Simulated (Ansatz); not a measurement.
# C2H7GeNO: the cost of one run

Computed with Ansatz 0.2.0, Gaussian basis. Level: functionals in def2-TZVPP, the program's frozen cores in correlated methods.

The runs, in order: PBE-D4, r2SCAN-D4, PBE0-D4, B3LYP-D4, ωB97X-V, ωB97M-V, B2PLYP; CCSD(T)/def2-TZVPP; MP2/def2-QZVPP; extrapolation to the limit.

## 1. Structure used throughout

An earlier PBE0-D4 in a triple-zeta def2 set relaxation fixed the geometry.

SMILES `C[N]1[CH2][GeH]1[OH]`, 12 atoms, charge 0, spin multiplicity 1.

Atoms are counted from 1 here; the program's logs count them from 0.

Bond lengths: C1–N2 1.439 Å, C1–H6 1.097 Å, C1–H7 1.102 Å, C1–H8 1.092 Å, N2–C3 1.483 Å, N2–Ge4 1.835 Å, C3–Ge4 1.915 Å, C3–H9 1.089 Å, C3–H10 1.094 Å, Ge4–O5 1.768 Å, Ge4–H11 1.522 Å, O5–H12 0.962 Å. Angles: N2–C1–H6 110.1°, N2–C1–H7 113.8°, N2–C1–H8 109.7°, H6–C1–H7 107.3°, H6–C1–H8 107.7°, H7–C1–H8 108.0°, C1–N2–C3 118.0°, C1–N2–Ge4 131.9°, C3–N2–Ge4 69.6°, N2–C3–Ge4 63.9°, N2–C3–H9 115.9°, N2–C3–H10 116.3°, Ge4–C3–H9 123.5°, Ge4–C3–H10 116.2°, H9–C3–H10 112.6°, N2–Ge4–C3 46.6°, N2–Ge4–O5 114.6°, N2–Ge4–H11 123.5° and more.

As a file:

| atom | x (Å) | y (Å) | z (Å) |
| --- | --- | --- | --- |
| C1 | -1.6888 | 0.1641 | 0.1796 |
| N2 | -0.3165 | 0.3548 | -0.2104 |
| C3 | 0.3494 | -0.7342 | -0.9662 |
| Ge4 | 1.2633 | -0.1118 | 0.5972 |
| O5 | 2.4827 | 1.1677 | 0.6239 |
| H6 | -2.3461 | 0.2659 | -0.6925 |
| H7 | -1.8896 | -0.8216 | 0.6288 |
| H8 | -1.9760 | 0.9298 | 0.9037 |
| H9 | 0.6579 | -0.4885 | -1.9812 |
| H10 | -0.1104 | -1.7247 | -0.8952 |
| H11 | 1.3414 | -0.8678 | 1.9156 |
| H12 | 2.3095 | 1.8112 | -0.0694 |

## 2. PBE-D4 (GGA)

in.yaml reads:

```yaml
crystal:
  periodic: [false, false, false]
  atoms:
    - {symbol: C, position_ang: [-1.688752, 0.164139, 0.179640]}
    - {symbol: N, position_ang: [-0.316532, 0.354810, -0.210409]}
    - {symbol: C, position_ang: [0.349368, -0.734180, -0.966172]}
    - {symbol: Ge, position_ang: [1.263290, -0.111783, 0.597170]}
    - {symbol: O, position_ang: [2.482694, 1.167675, 0.623947]}
    - {symbol: H, position_ang: [-2.346131, 0.265898, -0.692532]}
    - {symbol: H, position_ang: [-1.889552, -0.821606, 0.628841]}
    - {symbol: H, position_ang: [-1.976003, 0.929767, 0.903728]}
    - {symbol: H, position_ang: [0.657907, -0.488549, -1.981250]}
    - {symbol: H, position_ang: [-0.110366, -1.724693, -0.895222]}
    - {symbol: H, position_ang: [1.341409, -0.867835, 1.915646]}
    - {symbol: H, position_ang: [2.309468, 1.811157, -0.069387]}
basis:
  gaussian: {orbitals: def2-TZVPP}
hamiltonian: {xc: pbe, dispersion: d4}
output: {forces: true, orbitals: {seedname: orbitals}}
```

On the command line:

```console
ansatz run in.yaml --threads 4 --pin off --events-out ev --progress --plain --max-ram 10444MiB
```

Q: Estimate wall time and peak memory on 4 threads of Intel Xeon Platinum 8175M at 2.50GHz, shared host.

About 4.1 s, with a peak of 0.39 GiB.
